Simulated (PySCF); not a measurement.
# C4H10BCl (BEt2Cl): the cost of one run

Programs: PySCF 2.14.0, with density-fitted response routines of our own. Each step states its level of theory. These are calculated values for one molecule in the gas phase, unless marked as measured. Atoms count from 0, in the outputs and in this text.

### 1 The starting structure

16 atoms, charge 0, multiplicity 1; geometry from: GFN2-xTB. The atoms were then displaced at random by about 0.03 Å, so the start is not that level's minimum.

Bonds of the start (Å): B0–C1 1.52, B0–C8 1.71, B0–Cl15 1.63, C1–C2 1.52, C1–H3 1.13, C1–H4 1.10, C2–H5 1.14, C2–H6 1.07, C2–H7 1.06, C8–C9 1.53, C8–H10 1.10, C8–H11 1.07, C9–H12 1.15, C9–H13 1.11, C9–H14 1.08.

### 2 Optimising the geometry at PBE0-D3(BJ)/def2-SVP

Job settings and geometry (Å):

```
{"job": {"xc": "PBE0", "basis": "def2-SVP", "d3": "d3bj", "grid": 1, "maxiter": 40, "shake": 0.03, "kind": "geom"}, "charge": 0, "multiplicity": 1}
B     -0.054430    -0.335460     0.033730
C      1.456070    -0.219240     0.022270
C      2.121870    -1.261370    -0.858990
H      1.899960    -0.336590     1.054780
H      1.819850     0.767700    -0.286520
H      3.250630    -1.161900    -0.732190
H      1.908670    -2.263260    -0.542210
H      1.978850    -1.099340    -1.897550
C     -0.968950     1.059270     0.409490
C     -2.476730     0.835370     0.572770
H     -0.837340     1.755180    -0.432460
H     -0.536860     1.533600     1.261230
H     -3.045360     1.820440     0.726640
H     -2.964700     0.426690    -0.332620
H     -2.674180     0.130480     1.370490
Cl    -0.911700    -1.685510    -0.302430
```

Started as:

```
OMP_NUM_THREADS=1 python probes_run.py task.json out
```

One launch serves the whole session: the jobs run in the order shown.

**Question.** How long does this first job take on 1 thread of Arm Neoverse V1, shared host, and how much memory does it need?

About 91 s, with a peak of 0.56 GiB.
